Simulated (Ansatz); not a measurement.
# C6H10F4O4S: the cost of one run

Method: the settings change from run to run; program: Ansatz 0.2.0, Gaussian basis.

4 further runs of the same task are left out: 4 that didn't finish.

### 1 The geometry

The geometry comes from an earlier relaxation with PBE-D4/def2-SVP; it is a stationary point, not always the lowest conformer.

SMILES `COCCOS(=O)(=O)CC(F)(F)C(F)F`, 25 atoms, charge 0, spin multiplicity 1.

Atoms are counted from 1 here; the program's logs count them from 0.

Bond lengths: C1–O2 1.422 Å, C1–H16 1.112 Å, C1–H17 1.115 Å, C1–H18 1.107 Å, O2–C3 1.415 Å, C3–C4 1.524 Å, C3–H19 1.119 Å, C3–H20 1.110 Å, C4–O5 1.442 Å, C4–H21 1.110 Å, C4–H22 1.110 Å, O5–S6 1.674 Å, S6–O7 1.463 Å, S6–O8 1.475 Å, S6–C9 1.821 Å, C9–C10 1.521 Å, C9–H23 1.105 Å, C9–H24 1.111 Å and more. Angles: O2–C1–H16 112.5°, O2–C1–H17 111.0°, O2–C1–H18 106.8°, H16–C1–H17 109.5°, H16–C1–H18 108.0°, H17–C1–H18 108.8°, C1–O2–C3 115.2°, O2–C3–C4 114.7°, O2–C3–H19 110.9°, O2–C3–H20 105.9°, C4–C3–H19 108.2°, C4–C3–H20 109.2°, H19–C3–H20 107.7°, C3–C4–O5 112.0°, C3–C4–H21 109.6°, C3–C4–H22 112.0°, O5–C4–H21 105.7°, O5–C4–H22 109.5° and more.

### 2 LC-wPBE/def2-SVP

This run has charge +1, multiplicity 2, atoms shaken by 0.15 Å, density fitting with def2-universal-jkfit.

Input file in.yaml:

```yaml
crystal:
  periodic: [false, false, false]
  atoms:
    - {symbol: C, position_ang: [2.021980, 0.247875, -1.279144]}
    - {symbol: O, position_ang: [2.183392, 0.808849, -0.065566]}
    - {symbol: C, position_ang: [2.372522, 0.005101, 0.951173]}
    - {symbol: C, position_ang: [1.650041, -1.185363, 1.328108]}
    - {symbol: O, position_ang: [0.431078, -1.114431, 1.696967]}
    - {symbol: S, position_ang: [-0.935407, -1.214187, 0.891257]}
    - {symbol: O, position_ang: [-2.022263, -1.629698, 1.416840]}
    - {symbol: O, position_ang: [-0.194089, -1.672463, -0.392765]}
    - {symbol: C, position_ang: [-0.993383, 0.521477, 0.460916]}
    - {symbol: C, position_ang: [-2.006673, 1.082012, -0.724553]}
    - {symbol: F, position_ang: [-1.246532, 0.854178, -1.678466]}
    - {symbol: F, position_ang: [-2.148327, 2.198900, -1.029576]}
    - {symbol: C, position_ang: [-3.464860, 0.395032, -1.074199]}
    - {symbol: F, position_ang: [-4.000627, 0.738924, 0.380928]}
    - {symbol: F, position_ang: [-3.420272, -0.870213, -1.141294]}
    - {symbol: H, position_ang: [1.663416, -0.818112, -1.420747]}
    - {symbol: H, position_ang: [2.973966, 0.206501, -1.503162]}
    - {symbol: H, position_ang: [1.482789, 0.886738, -2.045648]}
    - {symbol: H, position_ang: [3.657827, -0.417836, 0.703711]}
    - {symbol: H, position_ang: [2.227242, 1.143472, 2.093354]}
    - {symbol: H, position_ang: [2.135881, -1.709002, 2.234620]}
    - {symbol: H, position_ang: [1.514130, -2.015624, 0.361501]}
    - {symbol: H, position_ang: [-1.647150, 1.057590, 1.284470]}
    - {symbol: H, position_ang: [0.043931, 1.235280, 0.083474]}
    - {symbol: H, position_ang: [-3.673880, 1.092738, -1.789948]}
basis:
  gaussian: {orbitals: def2-SVP, fitting: {mean_field: def2-universal-jkfit}}
total_charge: 1
magnetization: {spin_polarized: true, initial_magnetization: 1}
hamiltonian: {xc: {name: LC-wPBE}}
scf: {omitted_lower_state_checks: [starts]}
output: {forces: true}
```

The run is started by

```bash
$ ansatz run in.yaml --threads 4 --pin off --events-out ev --progress --plain --max-ram 6963MiB
```

What time and memory should one allow on 4 threads of Intel Xeon at 2.50GHz, shared host?

About 69 s, with a peak of 1.7 GiB.
